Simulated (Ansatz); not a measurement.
# LiRu12: the cost of one run

Method: DFT r2SCAN+D3(BJ), plane waves, PAW, scalar-relativistic, no spin polarisation, in Ansatz 0.2.0.

**1. The system as given**

The cell holds 13 atoms (LiRu12): a = 5.400 Å, b = 8.100 Å, c = 4.277 Å, α = 90.00°, β = 90.00°, γ = 120.00°.

Coordinates:

```xyz
13
Lattice="5.4000 0.0000 0.0000 -4.0500 7.0148 0.0000 0.0000 0.0000 4.2768" Properties=species:S:1:pos:R:3 pbc="T T T"
Ru    0.0000    0.0000    0.0000
Ru    0.0000    1.5588    2.1384
Ru   -1.3500    2.3383    0.0000
Ru   -1.3500    3.8971    2.1384
Ru   -2.7000    4.6765    0.0000
Ru   -2.7000    6.2354    2.1384
Ru    2.7000    0.0000    0.0000
Ru    2.7000    1.5588    2.1384
Ru    1.3500    2.3383    0.0000
Ru    1.3500    3.8971    2.1384
Ru    0.0000    4.6765    0.0000
Ru    0.0000    6.2354    2.1384
Li    1.3132    0.7448    3.1987
```

**2. Preparing the start**

Contents of input.yaml:

```yaml
crystal:
  lattice:
    - [5.4, 0.0, 0.0]
    - [-4.05, 7.014806, 0.0]
    - [0.0, 0.0, 4.2768]
  atoms:
    - { symbol: Ru, position: [0.0, 0.0, 0.0] }
    - { symbol: Ru, position: [0.1666667, 0.2222222, 0.5] }
    - { symbol: Ru, position: [0.0, 0.3333333, 0.0] }
    - { symbol: Ru, position: [0.1666667, 0.5555556, 0.5] }
    - { symbol: Ru, position: [0.0, 0.6666667, 0.0] }
    - { symbol: Ru, position: [0.1666667, 0.8888889, 0.5] }
    - { symbol: Ru, position: [0.5, 0.0, 0.0] }
    - { symbol: Ru, position: [0.6666667, 0.2222222, 0.5] }
    - { symbol: Ru, position: [0.5, 0.3333333, 0.0] }
    - { symbol: Ru, position: [0.6666667, 0.5555556, 0.5] }
    - { symbol: Ru, position: [0.5, 0.6666667, 0.0] }
    - { symbol: Ru, position: [0.6666667, 0.8888889, 0.5] }
    - { symbol: Li, position: [0.3228223, 0.1061772, 0.7479272] }
basis:
  ecutwfc: 500.0
kpoints:
  mp_grid: { grid: [2, 2, 3] }
hamiltonian:
  xc: r2scan
  dispersion: d3bj
scf:
  occupations: { method: fermi_dirac, width: 0.1 }
  lower_state_search: "off"
relax:
  f_tol: 0.08
  max_steps: 25
  adjacent_minimum: "off"
```

Launch:

```
$ ansatz run input.yaml --threads 4 --pin off --max-ram 10240MiB --backend cpu --events-out ev --progress --plain --runs-dir out
```

What time and memory should one allow on 4 threads of Intel Xeon Platinum 8488C (Sapphire Rapids), shared host?

About 33 s, with a peak of 1.1 GiB.
